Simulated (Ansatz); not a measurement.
# C2H6AlB: a ladder of functionals and wavefunction methods

One table from this session's results is given with a row withheld; the runs are named, their logs left out.

The runs use Ansatz 0.2.0, Gaussian basis; functionals in def2-TZVPP, the program's frozen cores in correlated methods.

Plan: LDA (SPW92), PBE-D4, revPBE-D4, BLYP-D4, r2SCAN-D4, B97M-V, PBE0-D4, B3LYP-D4, r2SCANh-D4, r2SCAN0-D4, HSE06-D4, BHLYP-D4, CAM-B3LYP-D4, LC-ωPBE, ωB97X-V, ωB97M-V, B2PLYP, PBE-QIDH; CCSD(T)/def2-SVP; CCSD(T)/def2-TZVPP; MP2/def2-QZVPP; extrapolation to the limit; RPA on PBE.

### The relaxed structure

All runs share one geometry, relaxed beforehand with PBE0-D4 in a triple-zeta def2 set.

SMILES `C[B]1[CH2][AlH]1`, 10 atoms, charge 0, spin multiplicity 1.

Atoms are counted from 1 here; the program's logs count them from 0.

Bond lengths: C1–B2 1.558 Å, C1–H5 1.094 Å, C1–H6 1.094 Å, C1–H7 1.095 Å, B2–C3 1.467 Å, B2–Al4 1.970 Å, C3–Al4 2.106 Å, C3–H8 1.112 Å, C3–H9 1.092 Å, Al4–H10 1.589 Å. Angles: B2–C1–H5 111.3°, B2–C1–H6 111.3°, B2–C1–H7 112.0°, H5–C1–H6 106.3°, H5–C1–H7 107.9°, H6–C1–H7 107.9°, C1–B2–C3 134.1°, C1–B2–Al4 151.9°, C3–B2–Al4 74.0°, B2–C3–Al4 64.0°, B2–C3–H8 130.4°, B2–C3–H9 124.1°, Al4–C3–H8 66.4°, Al4–C3–H9 171.9°, H8–C3–H9 105.5°, B2–Al4–C3 42.0°, B2–Al4–H10 157.7°, C3–Al4–H10 115.7°.

Geometry (Å):

```mol
C2H6AlB
  3D, bonds by distance, orders not assigned

 10 10  0  0  0  0  0  0  0  0999 V2000
   -1.4635    0.8061   -0.4005 C   0  0
   -0.0523    0.1889   -0.1674 B   0  0
    0.4663   -0.8717    0.7027 C   0  0
    1.8791    0.0776   -0.5379 Al  0  0
   -1.7762    0.6986   -1.4430 H   0  0
   -1.4673    1.8789   -0.1878 H   0  0
   -2.2263    0.3365    0.2289 H   0  0
    1.4989   -1.2676    0.8206 H   0  0
   -0.1481   -1.4485    1.3966 H   0  0
    3.3725   -0.4499   -0.4091 H   0  0
  1  2  8  0
  2  3  8  0
  3  4  8  0
  1  5  8  0
  1  6  8  0
  1  7  8  0
  3  8  8  0
  3  9  8  0
  4 10  8  0
  2  4  8  0
M  END
```

The first run:

Contents of in.yaml:

```yaml
crystal:
  periodic: [false, false, false]
  atoms:
    - {symbol: C, position_ang: [-1.463480, 0.806111, -0.400480]}
    - {symbol: B, position_ang: [-0.052337, 0.188922, -0.167449]}
    - {symbol: C, position_ang: [0.466253, -0.871678, 0.702679]}
    - {symbol: Al, position_ang: [1.879094, 0.077559, -0.537873]}
    - {symbol: H, position_ang: [-1.776177, 0.698559, -1.442988]}
    - {symbol: H, position_ang: [-1.467252, 1.878918, -0.187801]}
    - {symbol: H, position_ang: [-2.226327, 0.336477, 0.228904]}
    - {symbol: H, position_ang: [1.498948, -1.267629, 0.820570]}
    - {symbol: H, position_ang: [-0.148066, -1.448461, 1.396563]}
    - {symbol: H, position_ang: [3.372544, -0.449878, -0.409124]}
basis:
  gaussian: {orbitals: def2-TZVPP}
hamiltonian: {xc: lda}
output: {orbitals: {seedname: orbitals}}
```

On the command line:

```console
$ ansatz run in.yaml --threads 2 --pin off --events-out ev --progress --plain --max-ram 4352MiB
```

Steps of the session up to this table: LDA; PBE-D4 (GGA); revPBE-D4 (GGA); BLYP-D4 (GGA); r2SCAN-D4 (meta-GGA); B97M-V (meta-GGA); PBE0-D4 (hybrid); B3LYP-D4 (hybrid); r2SCANh-D4 (hybrid); r2SCAN0-D4 (hybrid); HSE06-D4 (hybrid); BHLYP-D4 (hybrid); CAM-B3LYP-D4 (range-separated); LC-ωPBE (range-separated); ωB97X-V (range-separated); ωB97M-V (range-separated); B2PLYP (double hybrid); PBE-QIDH (double hybrid).

One of the session's tables, all rows but one given; the rest of the session is left out.

It belongs to the step «Orbital energies across the functionals». 

| functional | HOMO (eV) | gap (eV) |
| --- | --- | --- |
| LDA (SPW92) | -5.57 | 3.50 |
| PBE-D4 | -5.49 | 3.59 |
| revPBE-D4 | -5.45 | 3.62 |
| BLYP-D4 | ? | ? |
| r2SCAN-D4 | -5.65 | 3.98 |
| B97M-V | -5.72 | 4.00 |
| PBE0-D4 | -6.48 | 5.32 |
| B3LYP-D4 | -6.33 | 5.00 |
| r2SCANh-D4 | -6.02 | 4.62 |
| r2SCAN0-D4 | -6.58 | 5.56 |
| HSE06-D4 | -6.09 | 4.56 |
| BHLYP-D4 | -7.39 | 7.04 |
| CAM-B3LYP-D4 | -7.72 | 7.52 |
| LC-ωPBE | -8.93 | 9.70 |
| ωB97X-V | -8.64 | 9.36 |
| ωB97M-V | -8.47 | 8.99 |

Q: Estimate the row for BLYP-D4 from the others.

Worked estimate for «HOMO (eV)». Against the share of exact exchange, B3LYP-D4 (0.2, -6.33), BHLYP-D4 (0.5, -7.39) give a slope of -3.53 per unit share; at 0 the line stands at -5.62.

The run gave: HOMO (eV): -5.38; gap (eV): 3.62. In «HOMO (eV)» the line misses by -0.24.
